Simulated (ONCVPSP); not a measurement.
# Mg: the cost of one run

Method: ONCVPSP 4.0.1.1 (patched build), PBEsol, scalar-relativistic.

### 1 Settings

Typed settings, in words:

```
element                 : magnesium (Mg, Z = 12)
type                    : optimised norm-conserving Vanderbilt (ONCV)
frozen core             : [He]
valence charge          : 10
reference configuration : 2s2 2p6 3s1.75 3p0.25
partial waves           : 2s+3s: rc 1.25 bohr, ncon 5, nbas 8, qcut 7.4 1/bohr, 3 projectors, debl 3.3 Ha; 2p+3p: rc 1.35 bohr, ncon 3, nbas 6, qcut 12.6 1/bohr, 2 projectors; d scattering state at 0.05 Ha: rc 1.15 bohr, ncon 3, nbas 7, qcut 9.6 1/bohr, 2 projectors, debl 1.2 Ha
local potential         : polynomial inside 1.00 bohr (lpopt 5, dvloc0 -1 Ha)
core correction         : Teter function, fcfact 4.75, rcfact 1.6
```

The nodes and maxima of the atom's own shells, from an earlier all-electron run, set the scale for the radii.

All-electron outer shells of the reference configuration (PBEsol, scalar-relativistic, ld1.x):

```json
{"shell": "1s", "level (eV)": "-1257.20", "outermost node (bohr)": "–", "outermost maximum (bohr)": "0.09"}
{"shell": "2s", "level (eV)": "-80.14", "outermost node (bohr)": "0.18", "outermost maximum (bohr)": "0.55"}
{"shell": "2p", "level (eV)": "-47.09", "outermost node (bohr)": "–", "outermost maximum (bohr)": "0.48"}
{"shell": "3s", "level (eV)": "-4.94", "outermost node (bohr)": "0.90", "outermost maximum (bohr)": "2.53"}
{"shell": "3p", "level (eV)": "-1.52", "outermost node (bohr)": "0.96", "outermost maximum (bohr)": "3.46"}
```

### 2 Generating the potential

The input, Mg.dat:

```
# ATOM AND REFERENCE CONFIGURATION
# atsym  z   nc   nv     iexc    psfile
  Mg 12.00    1    4  -116133      upf
#
#   n    l    f
    1    0    2.00
    2    0    2.00
    2    1    6.00
    3    0    1.75
    3    1    0.25
#
# PSEUDOPOTENTIAL AND OPTIMIZATION
# lmax
    2
#
#   l,   rc,      ep,       ncon, nbas, qcut
    0    1.25    0.00    5    8    7.40
    1    1.35    0.00    3    6   12.60
    2    1.15    0.05    3    7    9.60
#
# LOCAL POTENTIAL
# lloc, lpopt,  rc(5),   dvloc0
    4    5    1.00   -1.00
#
# VANDERBILT-KLEINMAN-BYLANDER PROJECTORs
# l, nproj, debl
    0    3    3.30
    1    2    2.70
    2    2    1.20
#
# MODEL CORE CHARGE
# icmod, fcfact, rcfact
    3    4.75    1.60
#
# LOG DERIVATIVE ANALYSIS
# epsh1, epsh2, depsh
   -4.00    5.00    0.02
#
# OUTPUT GRID
# rlmax, drl
    6.00    0.01
#
# TEST CONFIGURATIONS
# ncnf
    4
# nvcnf
#   n    l    f
    4
    2    0    2.00
    2    1    6.00
    3    0    2.00
    3    1    0.00
#
    4
    2    0    2.00
    2    1    6.00
    3    0    1.00
    3    1    0.00
#
    4
    2    0    2.00
    2    1    6.00
    3    0    0.00
    3    1    0.00
#
    4
    2    0    2.00
    2    1    6.00
    3    0    0.00
    3    1    2.00
#
```

The run is started by

```console
$ oncvpsp.x < Mg.dat > Mg.out
```

**Question.** How long does this run take on 1 thread of Neoverse-N1, shared host?

About 5.8 s.
